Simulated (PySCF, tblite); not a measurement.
**C₄H₁₂B₂S: geometry, infrared bands and NMR shifts**

Aim: predict the infrared bands and NMR shifts of C₄H₁₂B₂S (`BCSBC(C)C`).

The runs use tblite 0.8.0 and PySCF 2.14.0, with density-fitted response routines of our own; the level of theory stands in each step. All values are computed, except where a source is named. Atoms count from 0, in the outputs and in this text.

## 1. The starting structure

19 atoms, charge 0, multiplicity 1; geometry from: force field or distance geometry start.

Bonds of the start (Å): B0–C1 1.60, C1–S2 1.78, S2–B3 1.87, B3–C4 1.59, C4–C5 1.51, C4–C6 1.50, B0–H7 1.20, B0–H8 1.19, C1–H9 1.11, C1–H10 1.11, B3–H11 1.21, C4–H12 1.12, C5–H13 1.09, C5–H14 1.11, C5–H15 1.12, C6–H16 1.12, C6–H17 1.11, C6–H18 1.11.

## 2. Optimising the geometry with GFN2-xTB

Job settings and geometry (Å):

```
{"job": {"kind": "relax", "xc": "GFN2-xTB", "basis": "xTB"}, "charge": 0, "multiplicity": 1}
B      3.891500     0.573600    -0.112300
C      2.946800    -0.670300    -0.452400
S      1.405100    -0.015500    -1.051000
B     -0.092500    -0.513100    -0.046800
C     -1.489500     0.109900    -0.474400
C     -2.616800    -0.891400    -0.458400
C     -1.872300     1.297700     0.358900
H      3.833100     1.063700     0.981300
H      3.973800     1.375700    -0.988400
H      3.438500    -1.204300    -1.293800
H      2.850100    -1.376200     0.394700
H     -0.135800    -1.627500     0.411000
H     -1.392600     0.490500    -1.519600
H     -3.547400    -0.341800    -0.298300
H     -2.650200    -1.344800    -1.467900
H     -2.489600    -1.675100     0.327100
H     -2.843500     1.035000     0.853900
H     -1.136000     1.535100     1.149500
H     -2.082300     2.187900    -0.275300
```

Run with:

```console
OMP_NUM_THREADS=1 python probes_run.py task.json out
```

The driver reads the jobs from task.json and runs them one after another.

**Question.** This job is followed by: GFN2-xTB harmonic vibrations, gas phase; GIAO PBE0/pcSseg-1 NMR shielding, non-relativistic, gas phase. What will the session give for the following? strongest single infrared mode (GFN2-xTB); zero-point energy (GFN2-xTB); ¹³C shifts against TMS (PBE0/pcSseg-1, means over atoms taken as alike); ¹H shifts against TMS (PBE0/pcSseg-1, means over atoms taken as alike); ¹¹B shifts against BF3·OEt2 (PBE0/pcSseg-1); ³³S shifts against CS2 (PBE0/pcSseg-1).

**Answer**, as computed:

```
                                                               quantity                             value
                              strongest single infrared mode (GFN2-xTB)              863 cm⁻¹, 163 km/mol
                                           zero-point energy (GFN2-xTB)                     97.4 kcal/mol
¹³C shifts against TMS (PBE0/pcSseg-1, means over atoms taken as alike)              36.0, 30.3, 20.5 ppm
 ¹H shifts against TMS (PBE0/pcSseg-1, means over atoms taken as alike)  6.32, 2.97, 2.61, 1.73, 1.05 ppm
                            ¹¹B shifts against BF3·OEt2 (PBE0/pcSseg-1)                    80.5, -6.0 ppm
                                 ³³S shifts against CS2 (PBE0/pcSseg-1)                          -146 ppm
```

What this shows: Over 113 steps the energy fell by 1.445 eV; of the close pairs, B0–S2 changed most, 2.722 to 2.105 Å. The lowest mode is slightly imaginary (15i cm⁻¹), a soft motion within the noise of the Hessian, so the minimum is not strictly shown. The strongest single mode, at 863 cm⁻¹, moves mainly H7 and H8. GFN2-xTB is a fitted tight-binding method: band positions and strengths are rough. Its intensities can rank the bands wrongly. At PBE0/pcSseg-1: The largest span, 636 ppm, is at S2, where the paramagnetic term is -412 ppm.
